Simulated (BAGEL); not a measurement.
# SiH4S2O (SMILES O[SiH2]SS): HF/3-21G (density fitting with qzvpp-jkfit)

What is the energy change on altering one bond length of SiH4S2O at HF/3-21G (density fitting with qzvpp-jkfit)? 

The results are computed with BAGEL 1.2.2.

1 further run of the same task is left out (set aside as unsound or not needed).

**1. Starting point**

The species is SiH4S2O (8 atoms), meant as a singlet with charge 0. SMILES: `O[SiH2]SS`. The shape is that of a PBE0-D4/def2-TZVP optimisation. This is one conformer, not always the lowest.

Bond lengths: O1–Si2 1.637 Å, Si2–S3 2.146 Å, S3–S4 2.068 Å, O1–H5 0.960 Å, Si2–H6 1.484 Å, Si2–H7 1.480 Å, S4–H8 1.347 Å. Angles: O1–Si2–S3 112.9°, Si2–S3–S4 95.0°, O1–Si2–H6 111.0°, O1–Si2–H7 107.0°, S3–Si2–H6 106.9°, S3–Si2–H7 106.6°, Si2–O1–H5 116.1°, S3–S4–H8 98.4°, H6–Si2–H7 112.3°.

**2. The energy at HF/3-21G (density fitting with qzvpp-jkfit)**

input.json reads:

```json
{ "bagel": [

{
  "title": "molecule",
  "basis": "3-21g",
  "df_basis": "qzvpp-jkfit",
  "angstrom": true,
  "geometry": [
    { "atom": "O", "xyz": [       0.267700,       1.142800,      -1.342000 ] },
    { "atom": "Si", "xyz": [       0.928500,       0.284000,      -0.115400 ] },
    { "atom": "S", "xyz": [       0.155000,      -1.713700,       0.018200 ] },
    { "atom": "S", "xyz": [      -1.811500,      -1.128300,       0.276200 ] },
    { "atom": "H", "xyz": [      -0.681500,       1.279900,      -1.299000 ] },
    { "atom": "H", "xyz": [       0.669200,       0.936800,       1.192300 ] },
    { "atom": "H", "xyz": [       2.374700,       0.159000,      -0.404700 ] },
    { "atom": "H", "xyz": [      -1.810000,      -1.017500,       1.618400 ] }
  ]
},

{
  "title": "hf"
},

{
  "title": "print",
  "file": "orbitals.molden",
  "orbitals": true
}

]}
```

The run is started by

```
$ BAGEL_NUM_THREADS=1 BAGEL input.json > input.out
```

Output:

```text
* using 1 threads per process

  ===============================================================
  ===============================================================

  *** Geometry ***

  { "atom" : "O", "xyz" : [      0.505880,      2.159579,     -2.536012 ] },
  { "atom" : "Si", "xyz" : [      1.754611,      0.536682,     -0.218074 ] },
  { "atom" : "S", "xyz" : [      0.292908,     -3.238424,      0.034393 ] },
  { "atom" : "S", "xyz" : [     -3.423239,     -2.132178,      0.521942 ] },
  { "atom" : "H", "xyz" : [     -1.287848,      2.418660,     -2.454754 ] },
  { "atom" : "H", "xyz" : [      1.264605,      1.770295,      2.253120 ] },
  { "atom" : "H", "xyz" : [      4.487533,      0.300466,     -0.764772 ] },
  { "atom" : "H", "xyz" : [     -3.420404,     -1.922796,      3.058333 ] },

  Number of auxiliary basis functions:      533

  Since a DF basis is specified, we compute 2- and 3-index integrals:
    o Being stored without compression. Storage requirement is 0.013 GB

  Number of basis functions:       56
  Number of electrons      :       58

    * METHOD: MOLECULE                             0.19

  *** RHF ***

  === Nuclear Repulsion ===
   286.0654600861

      * DIIS with orbital gradients will be used.

  === RHF iteration (3-21g) ===
      0      -1155.19436286          0.02033788           0.06
      1      -1155.27754328          0.01227548           0.05
      2      -1155.30975984          0.00109289           0.05
      3      -1155.31037910          0.00017953           0.05
      4      -1155.31041060          0.00007085           0.05
      5      -1155.31041624          0.00002191           0.05
      6      -1155.31041709          0.00000703           0.05
      7      -1155.31041720          0.00000280           0.05
      8      -1155.31041722          0.00000102           0.05
      9      -1155.31041722          0.00000048           0.05
     10      -1155.31041722          0.00000013           0.05
     11      -1155.31041722          0.00000003           0.05
     12      -1155.31041722          0.00000001           0.05
     13      -1155.31041722          0.00000000           0.05
    * SCF iteration converged.

    * Permanent dipole moment:
           (    0.199382,    -0.740126,    -0.867995) a.u.

    * METHOD: HF                                   0.84

    * METHOD: PRINT                                0.01

  ===============================================================
```

Run time: 1.2 s. Hardware: 1 thread of Arm Neoverse V2, shared host; peak memory 0.097 GiB.

**3. The distorted shape**

input.json reads:

```json
{ "bagel": [

{
  "title": "molecule",
  "basis": "3-21g",
  "df_basis": "qzvpp-jkfit",
  "angstrom": true,
  "geometry": [
    { "atom": "O", "xyz": [       0.069457,       1.400444,      -1.709986 ] },
    { "atom": "Si", "xyz": [       0.928500,       0.284000,      -0.115400 ] },
    { "atom": "S", "xyz": [       0.155000,      -1.713700,       0.018200 ] },
    { "atom": "S", "xyz": [      -1.811500,      -1.128300,       0.276200 ] },
    { "atom": "H", "xyz": [      -0.879743,       1.537544,      -1.666986 ] },
    { "atom": "H", "xyz": [       0.669200,       0.936800,       1.192300 ] },
    { "atom": "H", "xyz": [       2.374700,       0.159000,      -0.404700 ] },
    { "atom": "H", "xyz": [      -1.810000,      -1.017500,       1.618400 ] }
  ]
},

{ "title": "hf" },

{ "title": "print", "file": "orbitals.molden", "orbitals": true }

]}
```

The run is started by

```
$ BAGEL_NUM_THREADS=1 BAGEL input.json > input.out
```

Output:

```text
* using 1 threads per process

  ===============================================================
  ===============================================================

  *** Geometry ***

  { "atom" : "O", "xyz" : [      0.131255,      2.646456,     -3.231405 ] },
  { "atom" : "Si", "xyz" : [      1.754611,      0.536682,     -0.218074 ] },
  { "atom" : "S", "xyz" : [      0.292908,     -3.238424,      0.034393 ] },
  { "atom" : "S", "xyz" : [     -3.423239,     -2.132178,      0.521942 ] },
  { "atom" : "H", "xyz" : [     -1.662473,      2.905537,     -3.150147 ] },
  { "atom" : "H", "xyz" : [      1.264605,      1.770295,      2.253120 ] },
  { "atom" : "H", "xyz" : [      4.487533,      0.300466,     -0.764772 ] },
  { "atom" : "H", "xyz" : [     -3.420404,     -1.922796,      3.058333 ] },

  Number of auxiliary basis functions:      533

  Since a DF basis is specified, we compute 2- and 3-index integrals:
    o Being stored without compression. Storage requirement is 0.013 GB

  Number of basis functions:       56
  Number of electrons      :       58

    * METHOD: MOLECULE                             0.19

  *** RHF ***

  === Nuclear Repulsion ===
   272.3204716964

      * DIIS with orbital gradients will be used.

  === RHF iteration (3-21g) ===
      0      -1155.05990169          0.02469736           0.05
      1      -1155.14816861          0.01961111           0.05
      2      -1155.24085829          0.00155789           0.05
      3      -1155.24244491          0.00040023           0.05
      4      -1155.24262631          0.00017014           0.05
      5      -1155.24266091          0.00005582           0.05
      6      -1155.24266470          0.00001519           0.05
      7      -1155.24266494          0.00000536           0.05
      8      -1155.24266497          0.00000208           0.05
      9      -1155.24266497          0.00000058           0.05
     10      -1155.24266497          0.00000024           0.05
     11      -1155.24266497          0.00000012           0.05
     12      -1155.24266497          0.00000005           0.05
     13      -1155.24266497          0.00000002           0.05
     14      -1155.24266497          0.00000001           0.05
    * SCF iteration converged.

    * Permanent dipole moment:
           (    0.025125,    -0.413206,    -1.230037) a.u.

    * METHOD: HF                                   0.87

    * METHOD: PRINT                                0.01

  ===============================================================
```

Wall time 1.2 s (1 thread of Arm Neoverse V2, shared host); peak memory 0.096 GiB.

**4. What came out**

At HF/3-21G (density fitting with qzvpp-jkfit):

```
                                                          quantity           value
                                         first shape: total energy  -1155.31042 Eh
                                        first shape: dipole moment          2.94 D
                                          first shape: HOMO energy       -10.57 eV
                                          first shape: LUMO energy         2.11 eV
                                        first shape: HOMO–LUMO gap        12.68 eV
                                     distorted shape: total energy  -1155.24266 Eh
                                    distorted shape: dipole moment          3.30 D
                                      distorted shape: HOMO energy       -10.73 eV
                                      distorted shape: LUMO energy         1.87 eV
                                    distorted shape: HOMO–LUMO gap        12.59 eV
energy change with the O1–Si2 bond stretched from 1.637 to 2.128 Å        1.844 eV
```

In words: With the O1–Si2 bond stretched from 1.637 to 2.128 Å the energy rises by 1.84 eV (43 kcal/mol). The first shape isn't relaxed at this level, so the change isn't measured from a minimum.
